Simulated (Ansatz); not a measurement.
# CH5SeSi radical: how energies converge with the basis set

How large a basis does CH5SeSi radical need? Two functionals are run in growing sets.

Method: one geometry, several basis sets; program: Ansatz 0.2.0, Gaussian basis.

Levels to be run: PBE0-D4/def2-SVP; ωB97M-V/def2-SVP; PBE0-D4/def2-QZVPP; ωB97M-V/def2-QZVPP; the functionals' def2-TZVPP values are taken from earlier runs.

## Step 1: The relaxed structure

All runs share one geometry, relaxed beforehand with PBE0-D4 in a triple-zeta def2 set.

SMILES `C[Se][SiH2]`, 8 atoms, charge 0, spin multiplicity 2.

Atoms are counted from 1 here; the program's logs count them from 0.

Bond lengths: C1–Se2 1.956 Å, C1–H4 1.088 Å, C1–H5 1.088 Å, C1–H6 1.088 Å, Se2–Si3 2.258 Å, Si3–H7 1.490 Å, Si3–H8 1.495 Å. Angles: Se2–C1–H4 110.1°, Se2–C1–H5 110.1°, Se2–C1–H6 106.4°, H4–C1–H5 110.7°, H4–C1–H6 109.7°, H5–C1–H6 109.7°, C1–Se2–Si3 97.6°, Se2–Si3–H7 106.0°, Se2–Si3–H8 110.3°, H7–Si3–H8 110.2°.

## Step 2: PBE0-D4 in def2-SVP

in.yaml reads:

```yaml
crystal:
  periodic: [false, false, false]
  atoms:
    - {symbol: C, position_ang: [-0.874320, 1.028319, -0.368650]}
    - {symbol: Se, position_ang: [0.772801, 0.837703, 0.669857]}
    - {symbol: Si, position_ang: [1.261810, -1.282783, 0.065763]}
    - {symbol: H, position_ang: [-1.580265, 0.246760, -0.095664]}
    - {symbol: H, position_ang: [-0.651100, 0.990636, -1.432413]}
    - {symbol: H, position_ang: [-1.287707, 2.002463, -0.114013]}
    - {symbol: H, position_ang: [2.378775, -1.714412, 0.952345]}
    - {symbol: H, position_ang: [0.072108, -2.165786, 0.266973]}
basis:
  gaussian: {orbitals: def2-SVP}
magnetization: {spin_polarized: true, initial_magnetization: 1}
hamiltonian: {xc: pbe0, dispersion: d4}
output: {orbitals: {seedname: orbitals}}
```

Command:

```
$ ansatz run in.yaml --threads 4 --pin off --events-out ev --progress --plain --max-ram 10444MiB
```

The runs that follow: ωB97M-V in def2-SVP; PBE0-D4 in def2-QZVPP; ωB97M-V in def2-QZVPP.

Before running them: what should the planned runs give, taken together? Wanted: PBE0-D4: double and triple zeta above quadruple; ωB97M-V: double and triple zeta above quadruple.

The runs gave:

| quantity | value |
| --- | --- |
| PBE0-D4: double and triple zeta above quadruple | 13.73, 1.71 eV |
| ωB97M-V: double and triple zeta above quadruple | 13.75, 1.65 eV |

**Reading.** PBE0-D4 gains 12.02 eV from double to triple zeta, then 1.71 eV more. Total energies overstate the basis error of differences, where much of it tends to cancel.
